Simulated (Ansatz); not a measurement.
# In9N9 wurtzite hole sphere (In9N9H24): geometry, orbitals and charge

Aim: characterise In9N9 wurtzite hole sphere (In9N9H24) as a singlet: its structure, frontier levels and distribution of charge.

Method: RKS PBE0-D4/def2-TZVP; program: Ansatz 0.2.0, Gaussian basis.

The runs, in order: relaxation at PBE-D4/def2-SVP; a single point at PBE0-D4/def2-TZVP.

1 further run of the same task is left out (it didn't finish). Runs told in other sessions of the task aren't counted.

## 1. Where the work starts

42 atoms, charge 0, spin multiplicity 1.

Atoms are counted from 1 here; the program's logs count them from 0.

Bond lengths: In1–N2 2.246 Å, In1–N3 2.160 Å, In1–H19 1.692 Å, In1–H20 1.693 Å, N2–In5 2.168 Å, N2–H21 1.021 Å, N2–H22 1.021 Å, N3–In4 2.139 Å, N3–In11 2.139 Å, N3–H23 1.024 Å, In4–N6 2.173 Å, In4–N7 2.139 Å, In4–H24 1.691 Å, In5–N6 2.128 Å, In5–N12 2.128 Å, In5–H25 1.691 Å, N6–In9 2.128 Å, N6–H26 1.024 Å and more. Angles: N2–In1–N3 103.1°, N2–In1–H19 103.1°, N2–In1–H20 103.1°, N3–In1–H19 107.7°, N3–In1–H20 107.7°, H19–In1–H20 129.1°, In1–N2–In5 116.2°, In1–N2–H21 107.9°, In1–N2–H22 108.0°, In5–N2–H21 109.3°, In5–N2–H22 109.3°, H21–N2–H22 105.7°, In1–N3–In4 108.7°, In1–N3–In11 108.6°, In1–N3–H23 108.6°, In4–N3–In11 116.4°, In4–N3–H23 107.2°, In11–N3–H23 107.3° and more.

In takes a core potential in the def2 sets. No spin-orbit coupling is included.

The start is a GFN2-xTB geometry.

## 2. Relaxation at PBE-D4/def2-SVP

File in.yaml:

```yaml
crystal:
  periodic: [false, false, false]
  atoms:
    - {symbol: In, position_ang: [-0.000460, -4.030050, -1.214190]}
    - {symbol: N, position_ang: [-0.004800, -3.921810, 1.028820]}
    - {symbol: N, position_ang: [-0.000300, -1.952890, -1.805420]}
    - {symbol: In, position_ang: [-1.817280, -1.049390, -1.130150]}
    - {symbol: In, position_ang: [-0.000200, -1.932530, 1.890160]}
    - {symbol: N, position_ang: [-1.704170, -0.983460, 1.038650]}
    - {symbol: N, position_ang: [-1.688980, 0.975850, -1.806400]}
    - {symbol: In, position_ang: [-3.489140, 2.014530, -1.219360]}
    - {symbol: In, position_ang: [-1.675320, 0.967380, 1.888530]}
    - {symbol: N, position_ang: [-3.394900, 1.964200, 1.023060]}
    - {symbol: In, position_ang: [1.817720, -1.051170, -1.129040]}
    - {symbol: N, position_ang: [1.704140, -0.983360, 1.039920]}
    - {symbol: N, position_ang: [1.690270, 0.973540, -1.806600]}
    - {symbol: In, position_ang: [0.001640, 2.096940, -1.129730]}
    - {symbol: In, position_ang: [1.675940, 0.968100, 1.888700]}
    - {symbol: N, position_ang: [0.000230, 1.967370, 1.039250]}
    - {symbol: In, position_ang: [3.489710, 2.013860, -1.220600]}
    - {symbol: N, position_ang: [3.398390, 1.960100, 1.021620]}
    - {symbol: H, position_ang: [-1.528120, -4.666060, -1.569570]}
    - {symbol: H, position_ang: [1.529090, -4.664840, -1.565530]}
    - {symbol: H, position_ang: [-0.821430, -4.433350, 1.366590]}
    - {symbol: H, position_ang: [0.805790, -4.439360, 1.372040]}
    - {symbol: H, position_ang: [-0.000870, -1.905070, -2.828190]}
    - {symbol: H, position_ang: [-3.242440, -1.873370, -1.516230]}
    - {symbol: H, position_ang: [-0.000560, -1.929910, 3.581550]}
    - {symbol: H, position_ang: [-2.541170, -1.465430, 1.378230]}
    - {symbol: H, position_ang: [-1.646220, 0.951170, -2.828870]}
    - {symbol: H, position_ang: [-4.803600, 1.007320, -1.572340]}
    - {symbol: H, position_ang: [-3.276310, 3.656010, -1.574530]}
    - {symbol: H, position_ang: [-1.680140, 0.967960, 3.579850]}
    - {symbol: H, position_ang: [-4.248130, 1.519020, 1.364190]}
    - {symbol: H, position_ang: [-3.432560, 2.927340, 1.360330]}
    - {symbol: H, position_ang: [3.243260, -1.875670, -1.513310]}
    - {symbol: H, position_ang: [2.539580, -1.468220, 1.379120]}
    - {symbol: H, position_ang: [1.646090, 0.949470, -2.829010]}
    - {symbol: H, position_ang: [0.002700, 3.744430, -1.511860]}
    - {symbol: H, position_ang: [1.681530, 0.968890, 3.580200]}
    - {symbol: H, position_ang: [0.002200, 2.932820, 1.380060]}
    - {symbol: H, position_ang: [4.805350, 1.008560, -1.576000]}
    - {symbol: H, position_ang: [3.273310, 3.655270, -1.575570]}
    - {symbol: H, position_ang: [4.251750, 1.513200, 1.361040]}
    - {symbol: H, position_ang: [3.438450, 2.922610, 1.360590]}
basis:
  gaussian: {orbitals: def2-SVP, fitting: {mean_field: def2-universal-jkfit}}
hamiltonian: {xc: pbe, dispersion: d4}
scf: {lower_state_search: "off"}
output: {orbitals: {seedname: orbitals}}
relax: {f_tol: 0.03, max_steps: 70}
```

Run with:

```sh
$ ansatz run in.yaml --threads 2 --pin off --events-out ev --progress --plain --max-ram 32768MiB --backend cuda --devices 0, --max-vram 18GiB
```

The runs that follow: Single point, PBE0-D4/def2-TZVP.

Q: Predict the results of all the runs planned. Wanted: point group; commonest bond, hydrogen aside; HOMO, LUMO at PBE0-D4/def2-TZVP; dipole at PBE-D4/def2-SVP.

As calculated:

| quantity | value |
| --- | --- |
| point group | C3v |
| commonest bond, hydrogen aside | In–N, 24 of mean length 2.210 Å |
| HOMO, LUMO at PBE0-D4/def2-TZVP | -7.08, -1.36 eV |
| dipole at PBE-D4/def2-SVP | 3.74 D |

In words: The molecule keeps its bonding pattern by the stored test; the atoms moved 0.17 Å (rms). No usable vibrations, so a minimum isn't proven. Whether this spin is the lowest isn't tested here.
